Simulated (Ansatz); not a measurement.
# C2H7AlO2Si: the cost of one run

All numbers below are computed with Ansatz 0.2.0 (RKS PBE/STO-3G).

**1. The starting structure**

Bond lengths: C1–C2 1.539 Å, C2–O3 1.374 Å, C2–Si4 1.823 Å, C2–Al5 1.967 Å, Si4–Al5 2.384 Å, Al5–O6 1.855 Å, C1–H7 1.058 Å, C1–H8 1.121 Å, C1–H9 1.151 Å, O3–H10 1.025 Å, Si4–H11 1.557 Å, Si4–H12 1.433 Å, O6–H13 1.021 Å. Angles (14 of 23 angles, heavy atoms first): C1–C2–O3 112.5°, C1–C2–Si4 116.5°, C1–C2–Al5 121.2°, O3–C2–Si4 109.5°, O3–C2–Al5 114.5°, Si4–C2–Al5 77.9°, C2–Si4–Al5 53.8°, C2–Al5–Si4 48.4°, C2–Al5–O6 154.1°, Si4–Al5–O6 157.6°, C2–C1–H7 112.1°, C2–C1–H8 107.1°, C2–C1–H9 110.0°, C2–O3–H10 106.6°.

As a file:

```xyz
13

C     0.2605   -0.6926    1.4876
C     0.5218   -0.3029    0.0219
O     1.8520   -0.3789   -0.3139
Si   -0.4736   -1.1654   -1.2379
Al   -0.4486    1.1826   -0.8264
O    -0.9024    2.9671   -1.0499
H     0.6134   -1.6650    1.7099
H    -0.8431   -0.5979    1.6631
H     0.7165    0.0963    2.1912
H     2.3236    0.3829    0.1850
H    -1.8984   -1.6179   -0.8018
H     0.0048   -1.3691   -2.5729
H    -1.7062    3.1259   -0.4410
```

**2. Preparing the start**

input.yaml

```yaml
crystal:
  periodic: [false, false, false]
  atoms:
    - { symbol: C, position_ang: [0.2605, -0.6926, 1.4876] }
    - { symbol: C, position_ang: [0.5218, -0.3029, 0.0219] }
    - { symbol: O, position_ang: [1.852, -0.3789, -0.3139] }
    - { symbol: Si, position_ang: [-0.4736, -1.1654, -1.2379] }
    - { symbol: Al, position_ang: [-0.4486, 1.1826, -0.8264] }
    - { symbol: O, position_ang: [-0.9024, 2.9671, -1.0499] }
    - { symbol: H, position_ang: [0.6134, -1.665, 1.7099] }
    - { symbol: H, position_ang: [-0.8431, -0.5979, 1.6631] }
    - { symbol: H, position_ang: [0.7165, 0.0963, 2.1912] }
    - { symbol: H, position_ang: [2.3236, 0.3829, 0.185] }
    - { symbol: H, position_ang: [-1.8984, -1.6179, -0.8018] }
    - { symbol: H, position_ang: [0.0048, -1.3691, -2.5729] }
    - { symbol: H, position_ang: [-1.7062, 3.1259, -0.441] }
basis:
  gaussian: { orbitals: STO-3G }
hamiltonian:
  xc: pbe
relax:
  f_tol: 0.02
  max_steps: 40
scf:
  lower_state_search: "off"
```

The run is started by

```sh
$ ansatz run input.yaml --threads 1 --pin off --max-ram 2048MiB --backend cpu --events-out ev --progress --plain --runs-dir out
```

**Question.** How long does this run take on 1 thread of Arm Neoverse V2, shared host, and how much memory does it need?

About 45 s, with a peak of 0.14 GiB.
